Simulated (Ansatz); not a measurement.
# C₇H₁₀N₂: one species, many methods

An exercise on one series of results from a longer session: the logs are not shown, and one member is left open.

The runs use Ansatz 0.2.0, Gaussian basis; functionals in def2-TZVPP, the program's frozen cores in correlated methods.

Plan: LDA (SPW92), PBE-D4, revPBE-D4, BLYP-D4, r2SCAN-D4, B97M-V, PBE0-D4, B3LYP-D4, r2SCANh-D4, r2SCAN0-D4, HSE06-D4, BHLYP-D4, CAM-B3LYP-D4, LC-ωPBE, ωB97X-V, ωB97M-V, B2PLYP, PBE-QIDH; CCSD(T)/def2-SVP; CCSD(T)/def2-TZVPP; MP2/def2-QZVPP; extrapolation to the limit; RPA on PBE.

**Structure used throughout**

The geometry comes from an earlier relaxation with PBE0-D4 in a triple-zeta def2 set; it is a stationary point, not always the lowest conformer.

SMILES `CC(C)(C)C(C#N)C#N`, 19 atoms, charge 0, spin multiplicity 1.

Atoms are counted from 1 here; the program's logs count them from 0.

Bond lengths: C1–C2 1.524 Å, C1–H10 1.092 Å, C1–H11 1.094 Å, C1–H12 1.092 Å, C2–C3 1.523 Å, C2–C4 1.524 Å, C2–C5 1.563 Å, C3–H13 1.092 Å, C3–H14 1.092 Å, C3–H15 1.092 Å, C4–H16 1.094 Å, C4–H17 1.092 Å, C4–H18 1.092 Å, C5–C6 1.462 Å, C5–C8 1.462 Å, C5–H19 1.097 Å, C6–N7 1.148 Å, C8–N9 1.148 Å. Angles: C2–C1–H10 111.7°, C2–C1–H11 111.4°, C2–C1–H12 109.5°, H10–C1–H11 108.3°, H10–C1–H12 107.9°, H11–C1–H12 107.8°, C1–C2–C3 110.5°, C1–C2–C4 110.0°, C1–C2–C5 107.9°, C3–C2–C4 110.5°, C3–C2–C5 109.9°, C4–C2–C5 107.9°, C2–C3–H13 111.4°, C2–C3–H14 109.7°, C2–C3–H15 111.4°, H13–C3–H14 107.9°, H13–C3–H15 108.4°, H14–C3–H15 107.9° and more.

The first run:

in.yaml reads:

```yaml
crystal:
  periodic: [false, false, false]
  atoms:
    - {symbol: C, position_ang: [0.153157, -0.476267, -1.622320]}
    - {symbol: C, position_ang: [0.057890, -0.296519, -0.111930]}
    - {symbol: C, position_ang: [1.448177, -0.208992, 0.503617]}
    - {symbol: C, position_ang: [-0.726230, -1.449995, 0.502327]}
    - {symbol: C, position_ang: [-0.730550, 1.024291, 0.167067]}
    - {symbol: C, position_ang: [-0.086715, 2.187844, -0.439842]}
    - {symbol: N, position_ang: [0.429974, 3.080623, -0.944414]}
    - {symbol: C, position_ang: [-0.929616, 1.254494, 1.596786]}
    - {symbol: N, position_ang: [-1.088609, 1.399100, 2.724805]}
    - {symbol: H, position_ang: [0.704479, 0.340767, -2.092398]}
    - {symbol: H, position_ang: [-0.838012, -0.531549, -2.081179]}
    - {symbol: H, position_ang: [0.676546, -1.407735, -1.846917]}
    - {symbol: H, position_ang: [1.397087, -0.072604, 1.586354]}
    - {symbol: H, position_ang: [1.995724, -1.132926, 0.306810]}
    - {symbol: H, position_ang: [2.021148, 0.618398, 0.078577]}
    - {symbol: H, position_ang: [-1.731331, -1.520757, 0.077133]}
    - {symbol: H, position_ang: [-0.817796, -1.344745, 1.585383]}
    - {symbol: H, position_ang: [-0.211404, -2.390970, 0.298527]}
    - {symbol: H, position_ang: [-1.723928, 0.927532, -0.288403]}
basis:
  gaussian: {orbitals: def2-TZVPP}
hamiltonian: {xc: lda}
output: {orbitals: {seedname: orbitals}}
```

The run is started by

```console
$ ansatz run in.yaml --threads 2 --pin off --events-out ev --progress --plain --max-ram 32768MiB --backend cuda --devices 0, --max-vram 18GiB
```

Steps of the session up to this table: LDA; PBE-D4 (GGA); revPBE-D4 (GGA); BLYP-D4 (GGA); r2SCAN-D4 (meta-GGA); B97M-V (meta-GGA); PBE0-D4 (hybrid); B3LYP-D4 (hybrid); r2SCANh-D4 (hybrid); r2SCAN0-D4 (hybrid); HSE06-D4 (hybrid); BHLYP-D4 (hybrid); CAM-B3LYP-D4 (range-separated); LC-ωPBE (range-separated); ωB97X-V (range-separated); ωB97M-V (range-separated); B2PLYP (double hybrid); PBE-QIDH (double hybrid).

One of the session's tables, all rows but one given; the rest of the session is left out.

It belongs to the step «Frontier levels by functional». 

```
  functional  HOMO (eV)  gap (eV)
 LDA (SPW92)      -8.44      6.78
      PBE-D4      -8.25      6.88
   revPBE-D4      -8.17      6.92
     BLYP-D4      -8.12      6.89
   r2SCAN-D4      -8.51      7.35
      B97M-V      -8.55      7.53
     PBE0-D4      -9.56      9.28
    B3LYP-D4      -9.34      8.81
  r2SCANh-D4      -9.00      8.24
  r2SCAN0-D4      -9.74      9.57
    HSE06-D4      -9.16      8.49
    BHLYP-D4     -10.77     11.48
CAM-B3LYP-D4          ?         ?
     LC-ωPBE     -12.33     14.39
     ωB97X-V     -11.94     13.83
     ωB97M-V     -11.82     13.40
```

**Question.** Estimate the row for CAM-B3LYP-D4.

**Answer.** HOMO (eV): -10.96; gap (eV): 11.76. In the column «HOMO (eV)» it lies between ωB97M-V (-11.82) and BHLYP-D4 (-10.77).
